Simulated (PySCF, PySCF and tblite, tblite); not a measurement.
**C4H5F3O: conformers and averaged spectra, part 1 of 3**

Aim: find the conformers of C4H5F3O (`O=CCCC(F)(F)F`), weigh them, and average their properties.

Computed with tblite 0.8.0 (tight binding) and PySCF 2.14.0 (DFT, with response routines of our own); each step states its level. Atoms count from 0 throughout.

### Step 1. The starting structure

13 atoms, charge 0, multiplicity 1; geometry from: MMFF94s geometry.

Bonds of the start (Å): C1–C2 1.52, C1–H8 1.10, C2–C3 1.52, C2–H10 1.10, C2–H9 1.09, C3–C4 1.51, C3–H11 1.08, C3–H12 1.10, C4–F5 1.35, C4–F6 1.34, C4–F7 1.36, O0–C1 1.22.

### Step 2. GFN2-xTB relaxation, conformer 1

What the job is given:

```
{"job": {"xc": "GFN2-xTB", "basis": "xTB", "kind": "relax"}, "charge": 0, "multiplicity": 1}
O     -2.143200    -0.590000    -0.857000
C     -2.069400    -0.142900     0.275400
C     -0.751100     0.138900     0.985300
C      0.440000    -0.167700     0.091500
C      1.733100     0.120200     0.823300
F      2.791300    -0.160900     0.030400
F      1.846000    -0.609000     1.940100
F      1.816300     1.429700     1.166100
H     -2.966300     0.061100     0.878800
H     -0.740400    -0.456900     1.903300
H     -0.767900     1.199300     1.261200
H      0.390100     0.408600    -0.823100
H      0.417100    -1.229900    -0.184000
```

Launch:

```sh
OMP_NUM_THREADS=1 python ens_run.py task.json out
```

One launch serves the whole session.

Output:

```text
step      E/eV     max force
  0    -799.11757    1.828
  1    -799.13501    2.443
  2    -799.17043    0.247
  3    -799.17471    0.138
  4    -799.17718    0.055
  5    -799.17742    0.042
  6    -799.17787    0.039
  7    -799.17787    0.039
  8    -799.17794    0.049
  9    -799.17809    0.031
 10    -799.17817    0.028
 11    -799.17832    0.024
 12    -799.17841    0.022
 13    -799.17852    0.024
 14    -799.17857    0.016
 15    -799.17861    0.015
 16    -799.17863    0.013
 17    -799.17866    0.018
 18    -799.17869    0.015
 19    -799.17870    0.008
 20    -799.17871    0.007
 21    -799.17871    0.006
 22    -799.17872    0.006
 23    -799.17873    0.005
 24    -799.17873    0.006
 25    -799.17874    0.008
 26    -799.17875    0.010
 27    -799.17876    0.009
 28    -799.17876    0.006
 29    -799.17877    0.006
 30    -799.17877    0.006
 31    -799.17877    0.006
 32    -799.17878    0.004
```

Run time: 0.11 s. Hardware: 1 thread of Arm Neoverse V2, shared host.

The energy fell by 0.061 eV, and the atoms moved 0.02 Å (root mean square).

GFN2-xTB relaxation, conformer 2:

What the job is given:

```
{"job": {"xc": "GFN2-xTB", "basis": "xTB", "kind": "relax"}, "charge": 0, "multiplicity": 1}
O      1.599100     1.557200    -0.467500
C      1.754000     0.426800    -0.052200
C      0.776200    -0.703100    -0.222500
C     -0.613000    -0.201100    -0.660800
C     -1.400900     0.352800     0.519000
F     -0.777700     1.378200     1.115500
F     -1.608400    -0.600900     1.440100
F     -2.604600     0.794100     0.105300
H      2.705000     0.138800     0.462400
H      0.706500    -1.264900     0.715200
H      1.177800    -1.365300    -0.994300
H     -1.176900    -1.056700    -1.066700
H     -0.541400     0.544800    -1.435200
```

Output:

```text
step      E/eV     max force
  0    -799.07399    1.503
  1    -799.09163    1.960
  2    -799.11602    0.278
  3    -799.12006    0.146
  4    -799.12294    0.118
  5    -799.12362    0.093
  6    -799.12508    0.069
  7    -799.12567    0.069
  8    -799.12609    0.068
  9    -799.12639    0.055
 10    -799.12670    0.045
 11    -799.12697    0.047
 12    -799.12728    0.058
 13    -799.12767    0.060
 14    -799.12817    0.057
 15    -799.12868    0.052
 16    -799.12918    0.059
 17    -799.12970    0.068
 18    -799.13029    0.066
 19    -799.13088    0.062
 20    -799.13134    0.055
 21    -799.13166    0.041
 22    -799.13190    0.041
 23    -799.13212    0.034
 24    -799.13212    0.034
 25    -799.13220    0.031
 26    -799.13239    0.032
 27    -799.13249    0.031
 28    -799.13279    0.045
 29    -799.13300    0.044
 30    -799.13316    0.029
 31    -799.13326    0.026
 32    -799.13334    0.029
 33    -799.13342    0.024
 34    -799.13349    0.023
 35    -799.13354    0.017
 36    -799.13359    0.023
 37    -799.13364    0.023
 38    -799.13369    0.016
 39    -799.13373    0.019
 40    -799.13378    0.020
 41    -799.13384    0.026
 42    -799.13390    0.024
 43    -799.13397    0.020
 44    -799.13404    0.023
 45    -799.13412    0.026
 46    -799.13425    0.035
 47    -799.13441    0.035
 48    -799.13459    0.034
 49    -799.13476    0.030
 50    -799.13491    0.035
 51    -799.13505    0.039
 52    -799.13517    0.029
 53    -799.13527    0.024
 54    -799.13536    0.023
 55    -799.13544    0.024
 56    -799.13550    0.019
 57    -799.13553    0.011
 58    -799.13554    0.007
 59    -799.13555    0.007
 60    -799.13555    0.005
 61    -799.13556    0.004
```

Run time: 0.25 s. Hardware: 1 thread of Arm Neoverse V2, shared host.

Gain 0.062 eV; displacement 0.12 Å root mean square.

**GFN2-xTB relaxation, conformer 3**

What the job is given:

```
{"job": {"xc": "GFN2-xTB", "basis": "xTB", "kind": "relax"}, "charge": 0, "multiplicity": 1}
O      2.793400     0.804100     0.909600
C      2.049300    -0.019300     0.372200
C      0.741500     0.320500    -0.240500
C     -0.398000    -0.306600     0.541000
C     -1.742000    -0.004200    -0.057100
F     -1.976500     1.324700    -0.100900
F     -2.732100    -0.575500     0.643300
F     -1.807800    -0.468200    -1.323600
H      2.344700    -1.092600     0.347000
H      0.741600    -0.036900    -1.273500
H      0.625300     1.412500    -0.266800
H     -0.379500     0.041700     1.587000
H     -0.264400    -1.399700     0.602100
```

Output:

```text
step      E/eV     max force
  0    -798.98909    3.004
  1    -798.99966    3.883
  2    -799.07901    0.457
  3    -799.08480    0.174
  4    -799.09045    0.239
  5    -799.09128    0.141
  6    -799.09205    0.072
  7    -799.09251    0.089
  8    -799.09289    0.083
  9    -799.09312    0.054
 10    -799.09333    0.053
 11    -799.09355    0.060
 12    -799.09378    0.047
 13    -799.09403    0.046
 14    -799.09435    0.075
 15    -799.09473    0.091
 16    -799.09512    0.069
 17    -799.09551    0.055
 18    -799.09599    0.061
 19    -799.09671    0.108
 20    -799.09775    0.107
 21    -799.09900    0.102
 22    -799.10047    0.116
 23    -799.10228    0.230
 24    -799.10356    0.176
 25    -799.10490    0.397
 26    -799.10631    0.148
 27    -799.10706    0.097
 28    -799.10826    0.095
 29    -799.10897    0.120
 30    -799.10962    0.079
 31    -799.10995    0.120
 32    -799.11027    0.050
 33    -799.11051    0.081
 34    -799.11074    0.045
 35    -799.11083    0.023
 36    -799.11083    0.023
 37    -799.11087    0.020
 38    -799.11093    0.036
 39    -799.11094    0.030
 40    -799.11096    0.023
 41    -799.11104    0.014
 42    -799.11106    0.014
 43    -799.11109    0.014
 44    -799.11112    0.013
 45    -799.11115    0.019
 46    -799.11119    0.018
 47    -799.11123    0.014
 48    -799.11125    0.015
 49    -799.11127    0.014
 50    -799.11129    0.011
 51    -799.11130    0.012
 52    -799.11132    0.013
 53    -799.11134    0.011
 54    -799.11137    0.011
 55    -799.11138    0.011
 56    -799.11140    0.009
 57    -799.11142    0.011
 58    -799.11143    0.009
 59    -799.11145    0.010
 60    -799.11146    0.010
 61    -799.11147    0.012
 62    -799.11149    0.011
 63    -799.11150    0.009
 64    -799.11151    0.010
 65    -799.11152    0.011
 66    -799.11154    0.014
 67    -799.11156    0.013
 68    -799.11158    0.011
 69    -799.11160    0.011
 70    -799.11162    0.012
 71    -799.11163    0.014
 72    -799.11165    0.013
 73    -799.11166    0.011
 74    -799.11168    0.011
 75    -799.11171    0.012
 76    -799.11172    0.011
 77    -799.11173    0.009
 78    -799.11174    0.009
 79    -799.11175    0.008
 80    -799.11175    0.006
 81    -799.11176    0.004
 82    -799.11176    0.004
 83    -799.11176    0.004
```

Run time: 0.3 s. Hardware: 1 thread of Arm Neoverse V2, shared host.

Gain 0.123 eV; displacement 0.20 Å root mean square.

### Step 3. GFN2-xTB relaxation, conformer 4

What the job is given:

```
{"job": {"xc": "GFN2-xTB", "basis": "xTB", "kind": "relax"}, "charge": 0, "multiplicity": 1}
O     -2.031500    -0.047100     1.729600
C     -1.651700     0.072400     0.564800
C     -0.636100    -0.877000    -0.039200
C      0.459300    -0.122700    -0.788700
C      1.345200     0.672100     0.154700
F      0.645300     1.654200     0.753500
F      2.345500     1.259500    -0.555600
F      1.911000    -0.100500     1.098100
H     -2.058900     0.837800    -0.092200
H     -1.196500    -1.509300    -0.743500
H     -0.232200    -1.519500     0.737400
H      0.022800     0.537400    -1.529400
H      1.073500    -0.856800    -1.307400
```

Output:

```text
step      E/eV     max force
  0    -798.99334    3.035
  1    -799.00111    3.846
  2    -799.08146    0.376
  3    -799.08882    0.204
  4    -799.09533    0.156
  5    -799.09597    0.108
  6    -799.09714    0.061
  7    -799.09741    0.058
  8    -799.09783    0.048
  9    -799.09818    0.050
 10    -799.09861    0.054
 11    -799.09896    0.055
 12    -799.09933    0.061
 13    -799.09971    0.056
 14    -799.10011    0.050
 15    -799.10048    0.060
 16    -799.10087    0.060
 17    -799.10130    0.056
 18    -799.10173    0.050
 19    -799.10208    0.040
 20    -799.10208    0.040
 21    -799.10222    0.035
 22    -799.10256    0.075
 23    -799.10267    0.041
 24    -799.10277    0.043
 25    -799.10298    0.032
 26    -799.10307    0.026
 27    -799.10317    0.032
 28    -799.10326    0.034
 29    -799.10339    0.030
 30    -799.10351    0.030
 31    -799.10364    0.030
 32    -799.10378    0.035
 33    -799.10395    0.041
 34    -799.10415    0.045
 35    -799.10435    0.044
 36    -799.10456    0.041
 37    -799.10481    0.041
 38    -799.10510    0.052
 39    -799.10532    0.037
 40    -799.10543    0.023
 41    -799.10548    0.020
 42    -799.10552    0.022
 43    -799.10559    0.026
 44    -799.10566    0.027
 45    -799.10575    0.039
 46    -799.10585    0.028
 47    -799.10594    0.032
 48    -799.10603    0.029
 49    -799.10608    0.020
 50    -799.10612    0.018
 51    -799.10615    0.015
 52    -799.10617    0.013
 53    -799.10619    0.012
 54    -799.10620    0.010
 55    -799.10622    0.014
 56    -799.10623    0.015
 57    -799.10625    0.012
 58    -799.10625    0.007
 59    -799.10626    0.009
 60    -799.10627    0.008
 61    -799.10627    0.008
 62    -799.10628    0.006
 63    -799.10628    0.006
 64    -799.10629    0.007
 65    -799.10629    0.011
 66    -799.10630    0.012
 67    -799.10630    0.007
 68    -799.10631    0.005
 69    -799.10631    0.005
 70    -799.10631    0.007
 71    -799.10631    0.007
 72    -799.10632    0.005
 73    -799.10632    0.004
```

Run time: 0.26 s. Hardware: 1 thread of Arm Neoverse V2, shared host.

Gain 0.113 eV; displacement 0.10 Å root mean square.

### Step 4. DFT optimisation, start 1: PBE0-D3(BJ)/def2-SVP

What the job is given:

```
{"job": {"kind": "geom", "xc": "PBE0", "basis": "def2-SVP", "d3": "d3bj", "grid": 1, "maxiter": 40}, "charge": 0, "multiplicity": 1}
O     -2.173554    -0.582440    -0.842561
C     -2.070870    -0.153893     0.269183
C     -0.772709     0.138367     0.970887
C      0.337830     0.491634    -0.016453
C      1.635071     0.782520     0.706817
F      2.627769     1.096018    -0.135918
F      2.061944    -0.265888     1.429747
F      1.521927     1.809126     1.565413
H     -2.958762     0.069038     0.890742
H     -0.500062    -0.740358     1.562123
H     -0.942474     0.959472     1.673081
H      0.064967     1.374179    -0.597628
H      0.510527    -0.335068    -0.707740
```

Output:

```text
step      E/eV     max force
  0    -14401.90865   0.9241
  1    -14401.96243   0.5801
  2    -14401.97315   0.7895
  3    -14401.95329   1.0525
  4    -14401.98155   0.2370
  5    -14401.98561   0.1983
  6    -14401.98832   0.1231
  7    -14401.98532   0.8955
  8    -14401.99009   0.1034
  9    -14401.99079   0.2751
 10    -14401.99154   0.2519
 11    -14401.99275   0.1152
 12    -14401.99344   0.1317
 13    -14401.99385   0.0864
 14    -14401.99404   0.1332
 15    -14401.99426   0.0311
 16    -14401.99429   0.0118
```

Wall time 1.9 min (1 thread of Arm Neoverse V2, shared host); peak memory 0.51 GiB.

Gain 0.086 eV; displacement 0.18 Å root mean square.

### Step 5. DFT optimisation, start 2: PBE0-D3(BJ)/def2-SVP

What the job is given:

```
{"job": {"kind": "geom", "xc": "PBE0", "basis": "def2-SVP", "d3": "d3bj", "grid": 1, "maxiter": 40}, "charge": 0, "multiplicity": 1}
O      1.651863     1.503673    -0.662061
C      1.784277     0.438273    -0.136862
C      0.770754    -0.679845    -0.180872
C     -0.598764    -0.192625    -0.655011
C     -1.425312     0.305225     0.514271
F     -0.811266     1.254802     1.229165
F     -1.712815    -0.685951     1.379701
F     -2.600880     0.812554     0.118864
H      2.704777     0.171093     0.414054
H      0.706680    -1.152911     0.800829
H      1.164414    -1.427576    -0.874396
H     -1.168851    -0.986379    -1.138314
H     -0.469265     0.640152    -1.351049
```

Output:

```text
step      E/eV     max force
  0    -14401.91970   0.9718
  1    -14401.94969   0.2715
  2    -14401.94840   0.2078
  3    -14401.95289   0.0697
  4    -14401.95312   0.0493
  5    -14401.95320   0.0594
  6    -14401.95339   0.0223
```

Wall time 48 s (1 thread of Arm Neoverse V2, shared host); peak memory 0.52 GiB.

Gain 0.034 eV; displacement 0.05 Å root mean square.

### Step 6. DFT optimisation, start 3: PBE0-D3(BJ)/def2-SVP

What the job is given:

```
{"job": {"kind": "geom", "xc": "PBE0", "basis": "def2-SVP", "d3": "d3bj", "grid": 1, "maxiter": 40}, "charge": 0, "multiplicity": 1}
O      3.032932     0.720049     0.455937
C      2.093003    -0.012146     0.369751
C      0.739560     0.379762    -0.163903
C     -0.397713    -0.322572     0.575826
C     -1.731455    -0.033193    -0.086381
F     -2.026432     1.273466    -0.096735
F     -2.743856    -0.651518     0.538343
F     -1.762833    -0.442167    -1.363807
H      2.160156    -1.077203     0.667689
H      0.724140     0.085642    -1.219150
H      0.628881     1.464760    -0.117625
H     -0.461951     0.021452     1.609760
H     -0.258821    -1.405846     0.570051
```

Output:

```text
step      E/eV     max force
  0    -14401.84589   0.9756
  1    -14401.87198   0.6060
  2    -14401.87198   0.2948
  3    -14401.87449   0.1394
  4    -14401.87553   0.1026
  5    -14401.87575   0.1083
  6    -14401.87592   0.0505
  7    -14401.87611   0.0667
  8    -14401.87625   0.0256
  9    -14401.87609   0.1616
 10    -14401.87625   0.0156
```

Wall time 75 s (1 thread of Arm Neoverse V2, shared host); peak memory 0.51 GiB.

Gain 0.030 eV; displacement 0.08 Å root mean square.

### Step 7. DFT optimisation, start 4: PBE0-D3(BJ)/def2-SVP

What the job is given:

```
{"job": {"kind": "geom", "xc": "PBE0", "basis": "def2-SVP", "d3": "d3bj", "grid": 1, "maxiter": 40}, "charge": 0, "multiplicity": 1}
O     -2.240309    -0.151377     1.624559
C     -1.667118     0.052179     0.596688
C     -0.638914    -0.874003    -0.008205
C      0.442649    -0.143388    -0.800441
C      1.340218     0.672127     0.113500
F      0.679835     1.647294     0.752843
F      2.328256     1.268645    -0.572421
F      1.927317    -0.078662     1.054265
H     -1.879850     0.948166    -0.018046
H     -1.182690    -1.538980    -0.685408
H     -0.199689    -1.488907     0.780039
H      0.004052     0.542151    -1.528598
H      1.081856    -0.854760    -1.326502
```

Output:

```text
step      E/eV     max force
  0    -14401.86107   0.9137
  1    -14401.88909   0.2644
  2    -14401.88953   0.2498
  3    -14401.89174   0.0977
  4    -14401.88787   0.3998
  5    -14401.89242   0.0348
  6    -14401.89227   0.0779
  7    -14401.89246   0.0267
  8    -14401.89240   0.0175
```

It took 64 s on 1 thread of Arm Neoverse V2, shared host; peak memory 0.52 GiB.

Relaxing gained 0.031 eV and moved the atoms by 0.07 Å on average (rms).

### Step 8. DFT optimisation, start 5: PBE0-D3(BJ)/def2-SVP

What the job is given:

```
{"job": {"kind": "geom", "xc": "PBE0", "basis": "def2-SVP", "d3": "d3bj", "grid": 1, "maxiter": 40}, "charge": 0, "multiplicity": 1}
O      2.670135     0.619167    -0.061549
C      1.566292     0.751723     0.456783
C      0.703370    -0.420375     0.845569
C     -0.316827    -0.750383    -0.235875
C     -1.423768     0.275780    -0.320681
F     -2.327106    -0.067925    -1.261313
F     -0.940112     1.494881    -0.636593
F     -2.072524     0.383698     0.858113
H      1.134182     1.752782     0.625848
H      0.226766    -0.200084     1.806161
H      1.363829    -1.281428     0.999969
H     -0.761507    -1.727973    -0.017507
H      0.177270    -0.829862    -1.211105
```

Output:

```text
step      E/eV     max force
  0    -14401.78250   2.3320
  1    -14401.84767   0.6411
  2    -14401.85225   0.0462
  3    -14401.85258   0.0428
  4    -14401.85296   0.0475
  5    -14401.85326   0.2377
  6    -14401.85385   0.0542
  7    -14401.85518   0.1144
  8    -14401.85424   0.7298
  9    -14401.85574   0.1729
 10    -14401.85644   0.1201
 11    -14401.85751   0.1250
 12    -14401.85676   0.6341
 13    -14401.85862   0.0902
 14    -14401.85946   0.1177
 15    -14401.85503   1.1285
 16    -14401.86124   0.0519
 17    -14401.86369   0.3164
 18    -14401.86480   0.4743
 19    -14401.86858   0.2934
 20    -14401.87346   0.6084
 21    -14401.87685   0.3056
 22    -14401.88845   0.4219
 23    -14401.88690   1.3466
 24    -14401.89644   0.3399
 25    -14401.90477   0.2602
 26    -14401.90973   0.9907
 27    -14401.91590   0.3583
 28    -14401.92275   0.1418
 29    -14401.93444   0.3887
 30    -14401.93987   0.8266
 31    -14401.94652   0.1649
 32    -14401.94343   0.5403
 33    -14401.94932   0.1484
 34    -14401.94947   0.4029
 35    -14401.95085   0.0664
 36    -14401.95106   0.0938
 37    -14401.95116   0.1052
 38    -14401.95125   0.0606
 39    -14401.95136   0.0369
 40    -14401.95150   0.0470
 41    -14401.95166   0.0401
 42    -14401.95176   0.0228
```

Run time: 5 min. Hardware: 1 thread of Arm Neoverse V2, shared host; peak memory 0.52 GiB.

Gain 0.169 eV; displacement 0.53 Å root mean square.

### Step 9. Shieldings, conformer 1: PBE0/pcSseg-1

What the job is given:

```
{"job": {"xc": "PBE0", "basis": "pcSseg-1", "kind": "nmr", "pop": true}, "charge": 0, "multiplicity": 1}
O     -2.213260    -0.155961    -0.922933
C     -2.074910    -0.137102     0.270134
C     -0.779664     0.167322     0.967280
C      0.355386     0.455717     0.006323
C      1.646388     0.779336     0.705829
F      2.625487     1.017451    -0.169352
F      2.048149    -0.226198     1.495394
F      1.528171     1.865124     1.482281
H     -2.935954    -0.353450     0.953813
H     -0.543200    -0.685668     1.628325
H     -0.956336     1.017173     1.650759
H      0.105528     1.304056    -0.646844
H      0.535818    -0.405093    -0.653317
```

Output:

```text
coarse grid: 11792 points
cycle   1  E = -529.3094301827  dE =  1.283e+00  |g| = 1.111e+00  |ddm| = 3.143e+00
cycle   2  E = -528.8215524424  dE =  4.879e-01  |g| = 1.989e+00  |ddm| = 2.551e+00
cycle   3  E = -529.5163718286  dE = -6.948e-01  |g| = 2.811e-01  |ddm| = 2.061e+00
cycle   4  E = -529.5302993728  dE = -1.393e-02  |g| = 8.374e-02  |ddm| = 2.375e-01
cycle   5  E = -529.5313878881  dE = -1.089e-03  |g| = 1.724e-02  |ddm| = 5.865e-02
cycle   6  E = -529.5314427624  dE = -5.487e-05  |g| = 5.660e-03  |ddm| = 1.466e-02
cycle   7  E = -529.5314493006  dE = -6.538e-06  |g| = 1.064e-03  |ddm| = 4.950e-03
final grid: 117712 points
cycle   8  E = -529.6080578869  dE = -2.805e-05  |g| = 1.287e-02  |ddm| = 2.258e-02
cycle   9  E = -529.6079790294  dE =  7.886e-05  |g| = 2.440e-02  |ddm| = 2.660e-02
cycle  10  E = -529.6080885264  dE = -1.095e-04  |g| = 2.212e-03  |ddm| = 1.865e-02
cycle  11  E = -529.6080894888  dE = -9.624e-07  |g| = 2.662e-04  |ddm| = 1.660e-03
cycle  12  E = -529.6080894964  dE = -7.579e-09  |g| = 1.261e-04  |ddm| = 2.380e-04
cycle  13  E = -529.6080894988  dE = -2.491e-09  |g| = 2.191e-05  |ddm| = 8.222e-05
cycle  14  E = -529.6080894989  dE = -9.777e-11  |g| = 6.475e-06  |ddm| = 1.972e-05
converged SCF energy = -529.6080894989

GIAO shielding tensors (ppm)
atom      isotropic    diamagn.    paramagn.     s11        s22        s33       span
  0 O     -361.929     402.536    -764.466  -1001.051   -463.856    379.120   1380.171
  1 C      -17.845     244.896    -262.740   -115.977    -33.224     95.668    211.645
  2 C      143.624     254.666    -111.042    115.383    136.816    178.672     63.289
  3 C      155.268     250.900     -95.632    144.743    145.901    175.160     30.417
  4 C       52.111     244.290    -192.178     47.158     51.752     57.424     10.266
  5 F      254.600     471.783    -217.183    167.158    256.217    340.426    173.269
  6 F      263.814     474.288    -210.474    172.970    274.443    344.029    171.060
  7 F      263.851     472.553    -208.701    172.964    274.002    344.588    171.624
  8 H       21.374      25.620      -4.245     19.425     19.446     25.252      5.827
  9 H       28.687      31.107      -2.420     25.027     28.139     32.895      7.869
 10 H       28.692      30.231      -1.539     25.022     28.181     32.873      7.851
 11 H       29.214      31.036      -1.822     25.069     28.729     33.844      8.776
 12 H       29.234      31.883      -2.650     25.103     28.717     33.881      8.778
```

Wall time 15 s (1 thread of Arm Neoverse V2, shared host); peak memory 0.96 GiB.

This run: HOMO -7.93 eV, LUMO -0.97 eV; dipole 2.04 D.

(Continued in part 2 of 3.)
